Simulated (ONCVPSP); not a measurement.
# An ONCV potential for Ta, from input to tests

Do these settings give a usable potential? It is generated, then checked for transferability, scattering, ghosts and hardness.

The numbers are computed with ONCVPSP 4.0.1 (LDA (Perdew-Wang 92), scalar-relativistic, spin-unpolarised reference atom).

## Step 1: The atom and the settings

Typed settings, in words:

```json
{"element": "tantalum (Ta, Z = 73)", "type": "optimised norm-conserving Vanderbilt (ONCV)", "frozen core": "[Xe] 4f14", "valence charge": "5", "reference configuration": "5d3 6s2", "partial waves": "6s: rc 2.85 bohr, ncon 4, nbas 9, qcut 2.5 1/bohr, 1 projector; p scattering state at 0.31 Ha: rc 2.85 bohr, ncon 4, nbas 7, qcut 2.8 1/bohr, 2 projectors, debl 0.8 Ha; 5d: rc 2.90 bohr, ncon 4, nbas 8, qcut 5.7 1/bohr, 1 projector", "local potential": "polynomial inside 2.00 bohr (lpopt 2, dvloc0 0 Ha)", "core correction": "Teter function, fcfact 4.75, rcfact 1.05"}
```

The nodes and maxima of the atom's own shells, from an earlier all-electron run, set the scale for the radii.

All-electron outer shells of the reference configuration (LDA (PZ), scalar-relativistic, ld1.x):

```
shell  level (eV)  outermost node (bohr)  outermost maximum (bohr)
   4f      -24.93                      –                      0.44
   6s       -5.62                   1.32                      2.74
   5d       -3.79                   0.65                      1.58
   6p       -1.48                   1.59                      3.89
```

## Step 2: Generation

Ta.dat reads:

```
# ATOM AND REFERENCE CONFIGURATION
# atsym  z   nc   nv     iexc    psfile
  Ta 73.00   12    2  -001012      upf
#
#   n    l    f
    1    0    2.00
    2    0    2.00
    2    1    6.00
    3    0    2.00
    3    1    6.00
    3    2   10.00
    4    0    2.00
    4    1    6.00
    4    2   10.00
    4    3   14.00
    5    0    2.00
    5    1    6.00
    5    2    3.00
    6    0    2.00
#
# PSEUDOPOTENTIAL AND OPTIMIZATION
# lmax
    2
#
#   l,   rc,      ep,       ncon, nbas, qcut
    0    2.85    0.00    4    9    2.50
    1    2.85    0.31    4    7    2.80
    2    2.90    0.00    4    8    5.70
#
# LOCAL POTENTIAL
# lloc, lpopt,  rc(5),   dvloc0
    4    2    2.00    0.00
#
# VANDERBILT-KLEINMAN-BYLANDER PROJECTORs
# l, nproj, debl
    0    1    2.40
    1    2    0.80
    2    1    3.30
#
# MODEL CORE CHARGE
# icmod, fcfact, rcfact
    3    4.75    1.05
#
# LOG DERIVATIVE ANALYSIS
# epsh1, epsh2, depsh
   -2.00    5.00    0.02
#
# OUTPUT GRID
# rlmax, drl
    6.00    0.01
#
# TEST CONFIGURATIONS
# ncnf
    4
# nvcnf
#   n    l    f
    2
    5    2    3.00
    6    0    1.00
#
    2
    5    2    3.00
    6    0    0.00
#
    2
    5    2    2.00
    6    0    0.00
#
    3
    5    2    3.00
    6    0    0.00
    6    1    1.00
#
```

Command:

```console
$ oncvpsp.x < Ta.dat > Ta.out
```

What does the calculation give? Wanted: cutoffs for 1 and 0.1 mHa per electron, occupied waves; bound ghosts; GHOST(+) flags; largest test error; largest phase difference near zero energy, channels read; rms error of d²Exc/dn², without and with the model core; projector energies reset by the program.

The runs gave:

| quantity | value |
| --- | --- |
| cutoffs for 1 and 0.1 mHa per electron, occupied waves | 10 Ha and 12 Ha |
| bound ghosts | none found |
| GHOST(+) flags | s at 6 eV, p at 46 eV |
| largest test error (AE − PS) | +83 meV, for 5d2 6s0 |
| largest phase difference near zero energy, channels read | 3.074 rad |
| rms error of d²Exc/dn², without and with the model core | 10.04 and 6.25 mHa |
| projector energies reset by the program | p: 0.050, 0.850 Ha |

**Reading.** By total energies transferability is fair: the largest error is 83 meV on 47.9 eV, for 5d2 6s0. By its cutoff, 10 Ha for the looser tolerance, it is soft. The 5d wave sets it; 6s needs 3 Ha. The program's ghost test flags no bound state. The s channel scatters worst near zero energy, by up to 3.07 rad. The pseudo curves have a pole that the atom lacks: s at 0.18 Ha. At positive energy this is a spurious resonance, even with no bound ghost. The program also flags highly localised states, GHOST(+) (s, p). All of this concerns the isolated atom, not yet a solid.
